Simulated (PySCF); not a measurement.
# C8H16N2: the cost of one run

Computed with PySCF 2.14.0 and routines of our own; the level stands in each step. Atoms count from 0.

### 1 The starting structure

26 atoms, charge 0, multiplicity 1; geometry from: GFN2-xTB.

### 2 Vibronic structure: TDA PBE0/6-31G*

The job: settings as JSON, then the geometry in Å.

```
{"job": {"kind": "vib", "xc": "PBE0", "basis": "6-31G*", "tda": true}, "charge": 0, "multiplicity": 1}
C      3.998573     0.666729     0.172514
C      3.209895    -0.127222    -0.869148
C      1.848386    -0.507338    -0.365916
C      1.759689    -1.469405     0.787205
N      0.844210     0.013007    -0.933680
N     -0.415104    -0.262972    -0.783635
C     -1.271680     0.359359    -0.095322
C     -2.724975     0.023000    -0.213834
C     -3.292396    -0.350974     1.156443
C     -3.482303     1.217030    -0.799689
H      4.968141     0.951763    -0.228863
H      4.159777     0.076152     1.071029
H      3.458324     1.570756     0.443710
H      3.091204     0.472145    -1.771998
H      3.763742    -1.034194    -1.125409
H      0.785137    -1.955335     0.788860
H      2.539460    -2.224351     0.716328
H      1.879442    -0.940973     1.733375
H     -1.006493     1.166162     0.594541
H     -2.821428    -0.829477    -0.892404
H     -4.348725    -0.596917     1.073805
H     -2.768084    -1.211324     1.566765
H     -3.186796     0.480679     1.850674
H     -4.536162     0.974830    -0.917788
H     -3.397950     2.079907    -0.141977
H     -3.074930     1.481577    -1.772466
```

Level: TDA PBE0/6-31G* vertical-gradient vibronic structure (displaced harmonic oscillators, Condon), gas phase.

The run is started by

```
$ OMP_NUM_THREADS=1 python excited_run.py task.json out
```

The driver reads the jobs from task.json and runs them one after another.

**Question.** How long does this job take on 1 thread of Arm Neoverse V2, shared host, and how much memory does it need?

About 49 s, with a peak of 1.2 GiB.
